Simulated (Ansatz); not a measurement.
# InH3 (triplet): the correlation ladder at scale of all distances = 1.296, def2-SVP

How much of the correlation energy of InH3 (triplet) does each wave-function method recover here?

Method: def2-SVP, core rule «outside noble gas», up to 9 orbitals frozen; program: Ansatz 0.2.0, Gaussian basis.

To be run: UHF; CCSD(T) on ROHF; CCSD(T) on UHF; BCCD(T) on ROHF; CISD; CCSDT(Q) on ROHF; CCSDT(Q) on UHF; CASSCF and MRCISD+Q, 4 electrons in 4 orbitals; CASSCF and NEVPT2, 4 electrons in 4 orbitals; CASSCF and MRCISD+Q, 6 electrons in 7 orbitals; CASSCF and NEVPT2, 6 electrons in 7 orbitals; Full CI.

12 further runs of the same task are left out: 4 for a known fault of the program, 6 that didn't finish, 2 set aside as unsound or not needed.

## 1. The system

The geometry derives from a PBE0/def2-TZVP stationary point (not a proven minimum). All distances are scaled together. No spin-orbit coupling is included. Elements past krypton take def2 core potentials.

4 atoms, charge 0, spin multiplicity 3.

Atoms are counted from 1 here; the program's logs count them from 0.

No contacts short enough for the rule that draws bonds.

Geometry (Å):

```csv
atom,x (Å),y (Å),z (Å)
In1,0.0000,0.0221,-0.0498
H2,0.0000,-2.2373,-0.3585
H3,0.4984,-0.1387,3.0181
H4,-0.4984,-0.1387,3.0181
```

## 2. UHF

File in.yaml:

```yaml
crystal:
  periodic: [false, false, false]
  atoms:
    - {symbol: In, position_ang: [0.000000, 0.022076, -0.049841]}
    - {symbol: H, position_ang: [0.000000, -2.237306, -0.358515]}
    - {symbol: H, position_ang: [0.498370, -0.138724, 3.018055]}
    - {symbol: H, position_ang: [-0.498370, -0.138724, 3.018055]}
basis:
  gaussian: {orbitals: def2-SVP}
magnetization: {spin_polarized: true, initial_magnetization: 2}
hamiltonian: {xc: hf}
output: {orbitals: {seedname: orbitals}}
```

The run is started by

```bash
> ansatz run in.yaml --threads 1 --pin off --events-out ev --progress --plain --max-ram 2393MiB
```

Further steps of the session: CCSD(T) on ROHF; CCSD(T) on UHF; BCCD(T) on ROHF; CISD; CCSDT(Q) on ROHF; CCSDT(Q) on UHF; CASSCF and MRCISD+Q, 4 electrons in 4 orbitals; CASSCF and NEVPT2, 4 electrons in 4 orbitals; CASSCF and MRCISD+Q, 6 electrons in 7 orbitals; CASSCF and NEVPT2, 6 electrons in 7 orbitals; Full CI.

**Question.** What will the summary of the whole plan be? Wanted: FCI below the RHF energy; RMP2 from FCI; UMP2 from FCI; RCCSD from FCI; RCCSD(T) from FCI; UCCSD(T) from FCI; RCCSDT(Q) from FCI; UCCSDT(Q) from FCI; MRCISD+Q pair from FCI.

As calculated:

| quantity | value |
| --- | --- |
| FCI below the RHF energy | -2.5503 eV |
| RMP2 from FCI | +18.73 kcal/mol |
| UMP2 from FCI | +17.38 kcal/mol |
| RCCSD from FCI | +0.88 kcal/mol |
| RCCSD(T) from FCI | +0.26 kcal/mol |
| UCCSD(T) from FCI | -0.07 kcal/mol |
| RCCSDT(Q) from FCI | -0.03 kcal/mol |
| UCCSDT(Q) from FCI | -0.35 kcal/mol |
| MRCISD+Q pair from FCI | -1.82 kcal/mol |
| NEVPT2 valence from FCI | +7.31 kcal/mol |
| MRCISD+Q valence from FCI | +0.08 kcal/mol |
| levels within 1 kcal/mol (43 meV) | RCCSD, UCCSD, RCCSD(T), UCCSD(T), BCCD(T), RCCSDT, UCCSDT, RCCSDT(Q), UCCSDT(Q), MRCISD valence, MRCISD+Q valence |
| T1 diagnostic | 0.061 |
| effectively unpaired electrons | 2.07 |

RCCSD(T) lands +0.26 kcal/mol from the yardstick (0.4 % of the correlation energy). UCCSD(T), UCCSDT, UCCSDT(Q), MRCISD+Q pair fall below full CI: unrestricted runs freeze a spin-polarised core, another one than full CI's, and coupled cluster isn't variational. The occupations are near whole numbers, but T1 = 0.061 shows that the orbitals relax strongly. Of the multireference levels listed MRCISD+Q valence comes nearest in total energy (+0.08 kcal/mol), which doesn't show that its space is the better one. These misses are within one basis, not against nature; the frozen cores of restricted and unrestricted runs differ, which can shift their rows.
